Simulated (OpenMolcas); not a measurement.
**Si³⁺: RASSCF and RASPT2 terms and fine-structure levels**

Which level of Si³⁺ lies lowest, and where do the others fall? The reference wave functions come first, then spin-orbit coupling, then second-order correlation under several settings.

The numbers are computed with OpenMolcas 26.06 (state-averaged RASSCF and RASPT2, spin-orbit coupling by RASSI with atomic mean-field integrals), except any that are marked as measured or tabulated.

## Step 1: Starting point

```
Species                           : Si³⁺ (silicon, Z = 14, 11 electrons)
Basis                             : ANO-R1 [4s3p1d], 18 functions
Scalar Hamiltonian                : X2C, finite nucleus
Inactive shells                   : 1s 2s 2p
Active space                      : 1 electron in 9 orbitals (RAS2 3s 3p; RAS3 3d, at most 1 electrons)
Some configurations of this space : 3p, 3s
Orbitals                          : optimised for the ground-state spin in each parity, averaged over the low roots
```

Outer shells as boxes (Hund's rule):

3p
```
3p [↑ ][  ][  ]
```

3s
```
3s [↑ ]
```

Each step is its own input file, run in one work folder so that later steps find the files of earlier ones. Labels, J, g values, rates, χT and fits are worked out afterwards by a script from the matrices that RASSI stores.

## Step 2: One- and two-electron integrals

File a.inp:

```
&GATEWAY
Coord
1

Si 0.0 0.0 0.0
Basis=ANO-R1
Group=XYZ
NoMove
AngMom=0.0 0.0 0.0
AMFI
&SEWARD
```

On the command line:

```
$ OMP_NUM_THREADS=1 MOLCAS_MEM=2252 MOLCAS_PROJECT=a pymolcas a.inp > a.log
```

Log:

```text
Basis set label: SI.ANO-R...4S3P1D.

      Electronic valence basis set:
      ------------------
      Associated Effective Charge  14.000000 au
      Associated Actual Charge     14.000000 au
      Nuclear Model: Finite nucleus - Gaussian distribution
        Gaussian exponent, Xi/bohr**(-2):  4.34677E+08

      Shell  nPrim  nBasis  Cartesian Spherical Contaminant
         s      16       4        X
         p      11       3        X
         d       7       1                 X
                  Relativistic X2C integrals
                  Atomic mean-field integrals
```

## Step 3: A small preliminary run for start orbitals

File a.inp:

```
&RASSCF
FileOrb=start.orb
Symmetry=1
Spin=2
nActEl=1 0 0
Inactive=2 3
Ras2=1 3
CIRoot=1 1 1
SDav=1
CIMx=300
Iter=120 100
PrWF=0.3
OrbListing=Nothing
MaxOrb=0
Atom
>>> COPY $Project.JobIph JOBPRE
```

Its output is not shown; its orbitals start the next step.

## Step 4: Reference wave functions, doublets of even parity, 1 root

File a.inp:

```
&RASSCF
FileOrb=start.orb
Symmetry=1
Spin=2
nActEl=1 0 1
Inactive=2 3
Ras2=1 3
Ras3=5 0
CIRoot=1 1 1
SDav=6
CIMx=300
Iter=120 100
PrWF=0.3
OrbListing=Nothing
MaxOrb=0
Thrs=2.0e-7 1.0e-1 5.0e-4
Atom
>>> COPY $Project.JobIph JOB001
```

Log, cut to the lines that bear on the results:

```text
[...]
      Number of active orbitals                  9
[...]
      Spin quantum number                      0.5
[...]
      Active orbitals                            6   3
[...]
      Number of CSFs                             6
      Number of root(s) required                 1
[...]
 ###    WARNING: Problems in orbital optimization.                           ###
 ###                                                                         ###
 ###                                                                         ###
[...]
      Convergence after  4 iterations
[...]
      Natural orbitals and occupation numbers for root  1
      sym 1:   1.000000   0.000000   0.000000   0.000000   0.000000   0.000000
      sym 2:   0.000000   0.000000   0.000000
::    RASSCF root number  1 Total energy:   -287.42136880
```

The warning on the orbital optimisation comes with active orbitals that are nearly full or empty in all roots, whose rotations are then almost redundant.

## Step 5: RASSCF: doublets of odd parity, 3 roots

File a.inp:

```
&RASSCF
FileOrb=start.orb
Symmetry=2
Spin=2
nActEl=1 0 1
Inactive=2 3
Ras2=1 3
Ras3=5 0
CIRoot=3 3 1
SDav=3
CIMx=300
Iter=120 100
PrWF=0.3
OrbListing=Nothing
MaxOrb=0
Thrs=2.0e-7 1.0e-1 5.0e-4
Atom
>>> COPY $Project.JobIph JOB002
```

Log, cut to the lines that bear on the results:

```text
[...]
      Number of active orbitals                  9
[...]
      Spin quantum number                      0.5
[...]
      Active orbitals                            6   3
[...]
      Number of CSFs                             3
      Number of root(s) required                 3
[...]
 ###    WARNING: Problems in orbital optimization.                           ###
 ###                                                                         ###
 ###                                                                         ###
[...]
      Convergence after  4 iterations
[...]
      Natural orbitals and occupation numbers for root  1
      sym 1:   0.000000   0.000000   0.000000   0.000000   0.000000   0.000000
      sym 2:   1.000000  -0.000000   0.000000
      Natural orbitals and occupation numbers for root  2
      sym 1:   0.000000   0.000000   0.000000   0.000000   0.000000   0.000000
      sym 2:  -0.000000   1.000000   0.000000
      Natural orbitals and occupation numbers for root  3
      sym 1:   0.000000   0.000000   0.000000   0.000000   0.000000   0.000000
      sym 2:   0.000000   0.000000   1.000000
::    RASSCF root number  1 Total energy:   -287.07905929
::    RASSCF root number  2 Total energy:   -287.07905929
::    RASSCF root number  3 Total energy:   -287.07905929
```

The warning on the orbital optimisation comes with active orbitals that are nearly full or empty in all roots, whose rotations are then almost redundant.

## Step 6: RASSI: spin-orbit coupling between the states

File a.inp:

```
&RASSI
NrOfJobIphs=2 1 3
1
1 2 3
IphNames
JOB001
JOB002
EJob
SpinOrbit
DIPRint=1.0
SOCoupling=1000.0
Subsets=2
MEES
Property=10
'ANGMOM' 1 'ANGMOM' 2 'ANGMOM' 3 'MLTPL  1' 1 'MLTPL  1' 2 'MLTPL  1' 3
'AMFI' 1 'AMFI' 2 'AMFI' 3 'MLTPL  2' 6
SOProperty=3
'ANGMOM' 1 'ANGMOM' 2 'ANGMOM' 3
```

Log:

```text
SPIN-FREE ENERGIES:
  (Shifted by EMIN (a.u.) =       -287.4213688017)

 SF State       Relative EMIN(au)   Rel lowest level(eV)    D:o, cm**(-1)      L_eff

     1             0.0000000000        0.0000000000              0.0000         0.0
     2             0.3423095094        9.3147162753          75128.2534         1.0
     3             0.3423095094        9.3147162753          75128.2534         1.0
     4             0.3423095094        9.3147162753          75128.2534         1.0
     Dipole printing threshold changed to   1.00000000E+00

++ Dipole transition strengths (spin-free states):
   -----------------------------------------------
     for osc. strength at least  1.00000000E+00

  ( Max oscillator strength is only   0.29209470727428699      )
--
Eigenvalues of complex Hamiltonian:
   -----------------------------------
  (Shifted by EMIN (a.u.) =       -287.4213688017)

 SO State       Relative EMIN(au)   Rel lowest level(eV)    D:o, cm**(-1)     J-value

     1             0.0000000000        0.0000000000              0.0000         0.4
     2             0.0000000000        0.0000000000              0.0000         0.4
     3             0.3408201832        9.2741896452          74801.3841         0.4
     4             0.3408201832        9.2741896452          74801.3841         0.4
     5             0.3430541725        9.3349795903          75291.6880         1.4
     6             0.3430541725        9.3349795903          75291.6880         1.4
     7             0.3430541725        9.3349795903          75291.6880         0.8
     8             0.3430541725        9.3349795903          75291.6880         0.8
Weights of the five most important spin-orbit-free states for each spin-orbit state.

 SO State  Total energy (au)           Spin-free states, spin, and weights
 -------------------------------------------------------------------------------------------------------
    1         0.000000       1 0.5  1.0000    4 0.5  0.0000    3 0.5  0.0000    2 0.5  0.0000
    2         0.000000       1 0.5  1.0000    4 0.5  0.0000    3 0.5  0.0000    2 0.5  0.0000
    3         0.340820       3 0.5  0.3333    2 0.5  0.3333    4 0.5  0.3333    1 0.5  0.0000
    4         0.340820       3 0.5  0.3333    2 0.5  0.3333    4 0.5  0.3333    1 0.5  0.0000
    5         0.343054       4 0.5  0.6667    3 0.5  0.1667    2 0.5  0.1667    1 0.5  0.0000
    6         0.343054       4 0.5  0.6667    3 0.5  0.1667    2 0.5  0.1667    1 0.5  0.0000
    7         0.343054       3 0.5  0.5000    2 0.5  0.5000    4 0.5  0.0000    1 0.5  0.0000
    8         0.343054       3 0.5  0.5000    2 0.5  0.5000    4 0.5  0.0000    1 0.5  0.0000
 -------------------------------------------------------------------------------------------------------
```

These steps took 7 s in all on 1 thread, shared host.

Spin-free terms, from the roots grouped by L:

```
configuration  term  E (cm⁻¹)
           3s    ²S       0.0
           3p   ²P°     75128
```

Levels with spin-orbit coupling, from the RASSI matrices grouped by J:

```json
{"Configuration": "3s", "Term": "²S", "J": "1/2", "E (cm⁻¹)": "0.0", "Leading %": "100"}
{"Configuration": "3p", "Term": "²P°", "J": "1/2", "E (cm⁻¹)": "74801", "Leading %": "100"}
{"Configuration": "3p", "Term": "²P°", "J": "3/2", "E (cm⁻¹)": "75292", "Leading %": "100"}
```

Orbitals of the lowest block:

```
shell     space  energy (hartree)  mean occupation  ⟨r²⟩ (bohr²)
   1s  inactive          -70.3571            2.000        0.0166
   2s  inactive           -7.5113            2.000         0.374
   2p  inactive           -5.5878            6.000         0.355
   3s      RAS2                              1.000          4.03
   3p      RAS2                              0.000          7.99
   3d      RAS3                              0.000          7.33
```

The strongest lines between these levels (RASSCF energies, vacuum wavelengths; moments from the reference wave functions; branching within the model space):

```csv
upper,lower,type,λ (nm),A (s-1),branching %
3p ²P°_3/2,3s ²S_1/2,E1,132.8,1.11e+09,100.0
3p ²P°_1/2,3s ²S_1/2,E1,133.7,1.09e+09,100.0
3p ²P°_3/2,3p ²P°_1/2,M1,20400,1.06e-03,0.0
```

No electric-quadrupole rates were computed, so the branching of forbidden lines counts M1 decays alone.

(Part 1 of 2 ends here.)
